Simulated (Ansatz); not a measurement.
# Si2B2H6: how energies converge with the basis set

Aim: see how fast density functionals converge with the basis set for Si2B2H6.

The runs use Ansatz 0.2.0, Gaussian basis; one geometry, several basis sets.

Plan: PBE0-D4/def2-SVP; ωB97M-V/def2-SVP; PBE0-D4/def2-QZVPP; ωB97M-V/def2-QZVPP; the functionals' def2-TZVPP values are taken from earlier runs.

**1. The geometry**

All runs share one geometry, relaxed beforehand with PBE0-D4 in a triple-zeta def2 set.

SMILES `[SiH3]B1B[SiH2]1`, 10 atoms, charge 0, spin multiplicity 1.

Atoms are counted from 1 here; the program's logs count them from 0.

Bond lengths: Si1–B2 1.975 Å, Si1–H5 1.488 Å, Si1–H6 1.488 Å, Si1–H7 1.489 Å, B2–B3 1.494 Å, B2–Si4 1.918 Å, B3–Si4 2.153 Å, B3–H8 1.180 Å, Si4–H9 1.485 Å, Si4–H10 1.485 Å. Angles: B2–Si1–H5 110.3°, B2–Si1–H6 110.3°, B2–Si1–H7 112.0°, H5–Si1–H6 108.3°, H5–Si1–H7 107.9°, H6–Si1–H7 107.9°, Si1–B2–B3 167.7°, Si1–B2–Si4 115.1°, B3–B2–Si4 77.2°, B2–B3–Si4 60.3°, B2–B3–H8 171.7°, Si4–B3–H8 111.4°, B2–Si4–B3 42.6°, B2–Si4–H9 117.0°, B2–Si4–H10 134.5°, B3–Si4–H9 159.5°, B3–Si4–H10 92.0°, H9–Si4–H10 108.5°.

**2. PBE0-D4 in def2-SVP**

File in.yaml:

```yaml
crystal:
  periodic: [false, false, false]
  atoms:
    - {symbol: Si, position_ang: [-1.267091, 1.070151, -0.762586]}
    - {symbol: B, position_ang: [-0.359864, -0.547522, -0.083896]}
    - {symbol: B, position_ang: [0.062214, -1.919774, 0.327812]}
    - {symbol: Si, position_ang: [1.376451, -0.249878, 0.674603]}
    - {symbol: H, position_ang: [-1.566207, 0.925113, -2.213262]}
    - {symbol: H, position_ang: [-2.550857, 1.283823, -0.040538]}
    - {symbol: H, position_ang: [-0.433967, 2.291465, -0.586596]}
    - {symbol: H, position_ang: [0.539275, -2.929684, 0.708976]}
    - {symbol: H, position_ang: [1.876657, 1.148152, 0.684126]}
    - {symbol: H, position_ang: [2.406291, -1.122946, 1.294163]}
basis:
  gaussian: {orbitals: def2-SVP}
hamiltonian: {xc: pbe0, dispersion: d4}
output: {orbitals: {seedname: orbitals}}
```

Run with:

```
$ ansatz run in.yaml --threads 2 --pin off --events-out ev --progress --plain --max-ram 4352MiB
```

What it wrote:

```text
Functional definition: PBE0
  name "PBE0"
  cite "Adamo & Barone, J. Chem. Phys. 110, 6158 (1999) doi:10.1063/1.478522"
  cite "Perdew, Burke & Ernzerhof, Phys. Rev. Lett. 77, 3865 (1996) doi:10.1103/PhysRevLett.77.3865"
  parent pbe
  parameter a = 0.25
  parameter kappa = 0.804
  parameter beta = 0.06672455060314922
  exchange = (1 - a)*pbe_x(kappa = kappa, mu = beta*pi^2/3) + a*exact_x
  correlation = pbe_c(beta = beta)
1048 factors; their error is unknown
mean field evaluation 1: about -17183.6690 eV, gradient 3.4e1 eV
mean field evaluation 2: about -17176.0716 eV, gradient 5.3e1 eV
mean field evaluation 4: about -17187.8573 eV, gradient 4.3e0 eV
mean field evaluation 8: about -17187.9267 eV, gradient 5.5e-2 eV
mean field evaluation 16: about -17188.0226 eV, gradient 3.9e-5 eV
mean field -17188.02257555 eV, -631.6481791914 hartree, gradient 3.9e-5 eV, S^2 0.000000; 0 other end points of the search recorded, 0 dependent functions left out
reference -17188.02260407 eV, -631.6481802395 hartree; 22, 22 occupied and 72, 72 virtual orbitals, 1048 factors
Total energy: -17188.21207209 eV, -631.6551430606 hartree
```

Run time: 2.5 s. Hardware: 2 threads of Arm Neoverse N1, shared host.

**3. ωB97M-V in def2-SVP**

in.yaml, as its differences from that of step 2:

```diff
@@ -15,3 +15,3 @@
   gaussian: {orbitals: def2-SVP}
-hamiltonian: {xc: pbe0, dispersion: d4}
+hamiltonian: {xc: {name: wB97M-V}}
 output: {orbitals: {seedname: orbitals}}
```

Launched as before.

What it wrote, cut to the lines that bear on the results:

```text
Functional definition: wB97M-V
  name "wB97M-V"
  cite "Mardirossian & Head-Gordon, J. Chem. Phys. 144, 214110 (2016) doi:10.1063/1.4952647"
  cite "Becke, J. Chem. Phys. 107, 8554 (1997) doi:10.1063/1.475007"
  cite "Vydrov & Van Voorhis, J. Chem. Phys. 133, 244103 (2010) doi:10.1063/1.3521275"
  # Of w^i u^j: cxij and so on, Table III.
[...]
  gx(w, u) = 1 - cx + cx01*u + cx10*w
  gss(w, u) = css00 + css04*u^4 + css10*w + css20*w^2 + css43*w^4*u^3
  gos(w, u) = cos00 + cos10*w + (cos20 + cos21*u)*w^2 + (cos60 + cos61*u)*w^6
[...]
      + integral(e_c_pw_mod_opposite_spin*gos(b97_w_opposite, b97_u_opposite)) + vv10(b, c)
1048 factors; their error is unknown
356 factors; integrals over basis functions are off by at most 1.1e-5 eV
[...]
mean field -17194.24370492 eV, -631.8768014788 hartree, gradient 7.9e-5 eV, S^2 0.000000; 0 other end points of the search recorded, 0 dependent functions left out
reference -17194.24375159 eV, -631.8768031938 hartree; 22, 22 occupied and 72, 72 virtual orbitals, 1048 factors
Total energy: -17194.24375159 eV, -631.8768031938 hartree
```

Run time: 10 s. Hardware: 2 threads of Arm Neoverse N1, shared host.

**4. PBE0-D4 in def2-QZVPP**

in.yaml, as its differences from that of step 3:

```diff
@@ -14,4 +14,4 @@
 basis:
-  gaussian: {orbitals: def2-SVP}
-hamiltonian: {xc: {name: wB97M-V}}
+  gaussian: {orbitals: "def2-QZVPP.json"}
+hamiltonian: {xc: pbe0, dispersion: d4}
 output: {orbitals: {seedname: orbitals}}
```

Same command.

What it wrote:

```text
Functional definition: PBE0
  name "PBE0"
  cite "Adamo & Barone, J. Chem. Phys. 110, 6158 (1999) doi:10.1063/1.478522"
  cite "Perdew, Burke & Ernzerhof, Phys. Rev. Lett. 77, 3865 (1996) doi:10.1103/PhysRevLett.77.3865"
  parent pbe
  parameter a = 0.25
  parameter kappa = 0.804
  parameter beta = 0.06672455060314922
  exchange = (1 - a)*pbe_x(kappa = kappa, mu = beta*pi^2/3) + a*exact_x
  correlation = pbe_c(beta = beta)
1528 factors; their error is unknown
mean field evaluation 1: about -17189.4846 eV, gradient 4.4e1 eV
mean field evaluation 2: about -17178.4267 eV, gradient 6.6e1 eV
mean field evaluation 4: about -17195.4930 eV, gradient 6.7e0 eV
mean field evaluation 8: about -17195.6409 eV, gradient 1.3e-1 eV
mean field evaluation 16: about -17195.6503 eV, gradient 2.4e-5 eV
mean field -17195.65033556 eV, -631.9284942015 hartree, gradient 2.4e-5 eV, S^2 0.000000; 0 other end points of the search recorded, 0 dependent functions left out
reference -17195.65038310 eV, -631.9284959485 hartree; 22, 22 occupied and 412, 412 virtual orbitals, 1528 factors
Total energy: -17195.83985112 eV, -631.9354587696 hartree
```

Wall time 22 s (2 threads of Arm Neoverse N1, shared host); peak memory 1.3 GiB.

**5. ωB97M-V in def2-QZVPP**

in.yaml, as its differences from that of step 4:

```diff
@@ -15,3 +15,3 @@
   gaussian: {orbitals: "def2-QZVPP.json"}
-hamiltonian: {xc: pbe0, dispersion: d4}
+hamiltonian: {xc: {name: wB97M-V}}
 output: {orbitals: {seedname: orbitals}}
```

Same command.

What it wrote, cut to the lines that bear on the results:

```text
Functional definition: wB97M-V
  name "wB97M-V"
  cite "Mardirossian & Head-Gordon, J. Chem. Phys. 144, 214110 (2016) doi:10.1063/1.4952647"
  cite "Becke, J. Chem. Phys. 107, 8554 (1997) doi:10.1063/1.475007"
  cite "Vydrov & Van Voorhis, J. Chem. Phys. 133, 244103 (2010) doi:10.1063/1.3521275"
  # Of w^i u^j: cxij and so on, Table III.
[...]
  gx(w, u) = 1 - cx + cx01*u + cx10*w
  gss(w, u) = css00 + css04*u^4 + css10*w + css20*w^2 + css43*w^4*u^3
  gos(w, u) = cos00 + cos10*w + (cos20 + cos21*u)*w^2 + (cos60 + cos61*u)*w^6
[...]
      + integral(e_c_pw_mod_opposite_spin*gos(b97_w_opposite, b97_u_opposite)) + vv10(b, c)
1488 factors; their error is unknown
412 factors; integrals over basis functions are off by at most 8.6e-6 eV
[...]
mean field -17201.99336875 eV, -632.1615963719 hartree, gradient 5.4e-5 eV, S^2 0.000000; 0 other end points of the search recorded, 0 dependent functions left out
reference -17201.99344437 eV, -632.1615991506 hartree; 22, 22 occupied and 412, 412 virtual orbitals, 1488 factors
Total energy: -17201.99344437 eV, -632.1615991506 hartree
```

It took 51 s on 2 threads of Arm Neoverse N1, shared host; peak memory 1.6 GiB.

**6. Functionals by basis**

The def2-TZVPP values come from earlier runs at the same geometry.

| functional | basis | functions | energy (eV) | from the largest (eV) | HOMO (eV) | LUMO (eV) |
| --- | --- | --- | --- | --- | --- | --- |
| PBE0-D4 | def2-SVP | 94 | -17188.2121 | 7.628 | -7.08 | -2.02 |
| PBE0-D4 | def2-TZVPP | 230 | -17195.2274 | 0.612 | -7.05 | -2.05 |
| PBE0-D4 | def2-QZVPP | 434 | -17195.8399 | 0.000 | -7.06 | -2.07 |
| ωB97M-V | def2-SVP | 94 | -17194.2438 | 7.750 | -9.00 | -0.09 |
| ωB97M-V | def2-TZVPP | 230 | -17201.4269 | 0.567 | -9.00 | -0.21 |
| ωB97M-V | def2-QZVPP | 434 | -17201.9934 | 0.000 | -9.01 | -0.27 |

**7. Results**

| quantity | value |
| --- | --- |
| PBE0-D4: double and triple zeta above quadruple | 7.63, 0.61 eV |
| ωB97M-V: double and triple zeta above quadruple | 7.75, 0.57 eV |

**Reading.** PBE0-D4 gains 7.02 eV from double to triple zeta, then 0.61 eV more. These are total energies; as a rule much of such shifts cancels in differences, which this series doesn't test.

For PBE0-D4 the largest set took about 9 times as long as the smallest (22 s against 2.5 s).
